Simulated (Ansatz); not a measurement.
# Os: the cost of one run

Method: DFT PBEsol, scalar-relativistic, plane waves, PAW, in Ansatz 0.2.0.

This is Os in the fcc structure; at room conditions it is hcp.

## 1. The system as given

Symmetry: Fm-3m, No. 225, cubic system. The conventional cell has a = 3.890 Å, b = 3.890 Å, c = 3.890 Å, α = 90.00°, β = 90.00°, γ = 90.00°. Os (site symmetry m-3m) is surrounded by 12 Os at 2.75 Å.

As a file:

```
Os
1.0
     0.00000    1.94500    1.94500
     1.94500    0.00000    1.94500
     1.94500    1.94500    0.00000
Os
1
Direct
  0.00000 0.00000 0.00000
```

No relaxation comes first: the listed cell is the starting point.

## 2. Zero of the scan

File input.yaml:

```yaml
crystal:
  lattice:
    - [0.0, 1.945, 1.945]
    - [1.945, 0.0, 1.945]
    - [1.945, 1.945, 0.0]
  atoms:
    - { symbol: Os, position: [0.0, 0.0, 0.0] }
basis:
  ecutwfc: 420
kpoints:
  mp_grid: { grid: [24, 24, 24] }
hamiltonian:
  xc: pbesol
scf:
  occupations: { method: gaussian, width: 0.15 }
output:
  forces: true
  stress: true
  eigenvalues: true
  write_density: true
  write_potential: true
  elf: true
  volumetric_format: npy
```

Command:

```bash
$ ansatz run input.yaml --threads 1 --pin off --max-ram 2560MiB --backend cpu --events-out ev --progress --plain --runs-dir out
```

**Question.** How long does this run take on 1 thread of Arm Neoverse V1, shared host, and how much memory does it need?

About 5.8 s, with a peak of 0.34 GiB.
